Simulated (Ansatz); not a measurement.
**Ta: a stretch of c alone**

One table from this session's results is given with a row withheld; the runs are named, their logs left out.

Computed with Ansatz 0.2.0 (DFT r2SCAN, scalar-relativistic, plane waves, PAW, unless a step's input says otherwise).

2 further runs of the same task are left out: 2 set aside as unsound or not needed.

### The system as given

Symmetry: Im-3m, No. 229, cubic system. The conventional cell has a = 3.305 Å, b = 3.305 Å, c = 3.305 Å, α = 90.00°, β = 90.00°, γ = 90.00°. Ta (site symmetry m-3m) has 8 Ta at 2.86 Å in its first shell of neighbours.

Structure file:

```cif
data_structure
_symmetry_space_group_name_H-M 'Im-3m'
_symmetry_Int_Tables_number 229
_cell_length_a 3.3047
_cell_length_b 3.3047
_cell_length_c 3.3047
_cell_angle_alpha 90.000
_cell_angle_beta 90.000
_cell_angle_gamma 90.000
_cell_volume 36.09
loop_
_atom_site_label
_atom_site_type_symbol
_atom_site_symmetry_multiplicity
_atom_site_Wyckoff_symbol
_atom_site_fract_x
_atom_site_fract_y
_atom_site_fract_z
_atom_site_occupancy
Ta1 Ta 2 a 0.00000 0.00000 0.00000 1
```

It goes back to an entry of the Materials Project.

The unstrained cell comes from an earlier run at this level (2 atoms, E(σ→0) -19888.6352 eV, gap none (metal)).

Set-up of the first run:

File input.yaml:

```yaml
crystal:
  lattice:
    - [3.3046647258, 0.0, 0.0]
    - [0.0, 3.3046647258, 0.0]
    - [0.0, 0.0, 3.2385714313]
  atoms:
    - { symbol: Ta, position: [0.0, 0.0, 0.0] }
    - { symbol: Ta, position: [0.5, 0.5, 0.5] }
basis:
  ecutwfc: 500
kpoints:
  mp_grid: { grid: [16, 16, 16] }
hamiltonian:
  xc: r2scan
scf:
  occupations: { method: gaussian, width: 0.1 }
output:
  forces: true
  stress: true
  eigenvalues: true
```

The run is started by

```
ansatz run input.yaml --threads 1 --pin off --max-ram 2560MiB --backend cpu --events-out ev --progress --plain --runs-dir out
```

Steps of the session up to this table: The cell strained by -2.0 %; The cell strained by +2.0 %; Strain -4.0 %; The cell strained by +4.0 %; Strain -6.0 %; Strain +6.0 %.

One of the session's tables, all rows but one given; the rest of the session is left out.

Lengths are those of the vectors of the cell that was run; stresses in GPa:

```
strain (%)  ΔE (meV/atom)  c (Å)
      -6.0           62.4  3.106
      -4.0           27.0  3.172
      -2.0            6.3  3.239
      +0.0            0.0  3.305
      +2.0              ?      ?
      +4.0           21.2  3.437
      +6.0           47.5  3.503
```

Q: Estimate the row for strain (%) = +2.0 from the others.

Worked estimate for «ΔE (meV/atom)». A straight line through the neighbours (0.0, 0.0) and (4.0, 21.2) gives 0.0 + (21.2 − 0.0) × (2.0 − 0.0) / (4.0 − 0.0) = 10.6; a parabola fitted to 4 rows on both sides gives 5.2.

As computed: ΔE (meV/atom): 5.1; c (Å): 3.371. In «ΔE (meV/atom)» the line misses by +5.5 and the parabola by +0.1.

ΔE is over the unstrained cell. Stress in GPa, positive in compression, on the Cartesian axes of the input. 
